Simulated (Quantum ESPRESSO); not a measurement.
**SbP under changes of volume**

One of the cells (32.327 Å³/atom); the others are scaled copies at fixed shape and fractional positions:

```
Sb P
1.0
     3.63219    0.00000    0.00000
    -1.81610    3.14557    0.00000
     0.00000    0.00000    5.65888
Sb P
1 1
Direct
  0.33333 0.66667 0.50000
  0.00000 0.00000 0.00000
```

The cell was built by a generator and needn't be a form met in nature.

| Item | Value |
| --- | --- |
| Program | Quantum ESPRESSO 7.5 |
| Functional | PBEsol |
| Dispersion | D3(BJ) |
| Potentials or basis | GBRV 1.5 PBEsol |
| Cutoff | 612 eV |
| Density cutoff | 4898 eV |
| k mesh | 8 × 8 × 5 |
| Occupations | fermi-dirac, width 0.136 eV |
| Spin | no spin polarisation |

```csv
volume (Å³/atom),energy over the lowest point (meV/atom),pressure (GPa)
30.388,0.00,-14.9
31.034,60.03,-14.6
31.681,118.21,-14.1
32.327,?,?
32.974,233.42,-14.6
33.620,293.09,-14.8
34.267,352.72,-14.6
```

Q: What does the run at 32.327 Å³/atom give?

A: Energy over the lowest point 175.04 meV/atom; pressure -14.1 GPa.

Worked out: A Birch-Murnaghan fit of order 3 (a polynomial in V^(-2/3)) to the other rows has no minimum within the range. It gives 175.85 meV/atom at 32.327 Å³/atom, against the run's 175.04, and -dE/dV = -14.3 GPa, against -14.1.

Energies are extrapolated to zero smearing.

Caveats: pairwise dispersion overbinds metals, which lowers pressure and volume (some runs).
